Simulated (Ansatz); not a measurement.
# Si3N2: the cost of one run

Program: Ansatz 0.2.0. Level of theory: DFT PBE, scalar-relativistic, plane waves, PAW. These are calculated values, not measurements.

4 further runs of the same task are left out: 1 that didn't finish, 3 set aside as unsound or not needed.

### Step 1. Starting point

Symmetry: R-3c, No. 167, trigonal system. The conventional cell has a = 5.335 Å, b = 5.335 Å, c = 14.566 Å, α = 90.00°, β = 90.00°, γ = 120.00°. Si (site symmetry 2) is surrounded by 4 N at 2.08 to 2.21 Å. N (site symmetry 3) has 6 Si at 2.08 to 2.21 Å as nearest neighbours.

Structure file:

```xyz
10
Lattice="2.6675 1.5401 4.8552 -2.6675 1.5401 4.8552 0.0000 -3.0801 4.8552" Properties=species:S:1:pos:R:3 pbc="T T T"
Si   -1.0336   -1.5401    6.0690
Si    1.8505   -0.1251    6.0690
Si   -0.8169    1.6652    6.0690
Si    1.0336    1.5401    8.4966
Si   -1.8505    0.1251    8.4966
Si    0.8169   -1.6652    8.4966
N     0.0000    0.0000   12.4124
N     0.0000    0.0000    9.4358
N     0.0000    0.0000    2.1531
N     0.0000    0.0000    5.1297
```

This is candidate A: anti-corundum type (R-3c, No. 167).

(A quick probe on a coarse mesh, which set the mesh and smearing, is not shown.)

### Step 3. A loose first relaxation (candidate A)

Input file input.yaml:

```yaml
crystal:
  lattice:
    - [2.667457493, 1.5400573016, 4.8551732109]
    - [-2.667457493, 1.5400573016, 4.8551732109]
    - [0.0, -3.0801146033, 4.8551732109]
  atoms:
    - { symbol: Si, position: [0.05625, 0.44375, 0.75] }
    - { symbol: Si, position: [0.75, 0.05625, 0.44375] }
    - { symbol: Si, position: [0.44375, 0.75, 0.05625] }
    - { symbol: Si, position: [0.94375, 0.55625, 0.25] }
    - { symbol: Si, position: [0.25, 0.94375, 0.55625] }
    - { symbol: Si, position: [0.55625, 0.25, 0.94375] }
    - { symbol: "N", position: [0.85218, 0.85218, 0.85218] }
    - { symbol: "N", position: [0.64782, 0.64782, 0.64782] }
    - { symbol: "N", position: [0.14782, 0.14782, 0.14782] }
    - { symbol: "N", position: [0.35218, 0.35218, 0.35218] }
basis:
  ecutwfc: 420
kpoints:
  mp_grid: { grid: [6, 6, 6] }
hamiltonian:
  xc: pbe
scf:
  occupations: { method: gaussian, width: 0.1 }
  lower_state_search: "off"
output:
  forces: true
  stress: true
  eigenvalues: true
relax:
  adjacent_minimum: "off"
  f_tol: 0.04
  max_steps: 70
  cell: { stress_tol: 0.4 }
```

On the command line:

```sh
$ ansatz run input.yaml --threads 1 --pin off --max-ram 2560MiB --backend cpu --events-out ev --progress --plain --runs-dir out
```

**Question.** How long does this run take on 1 thread of Intel Xeon Platinum 8375C at 2.90GHz (Ice Lake), shared host, and how much memory does it need?

About 1.9 min, with a peak of 0.48 GiB.
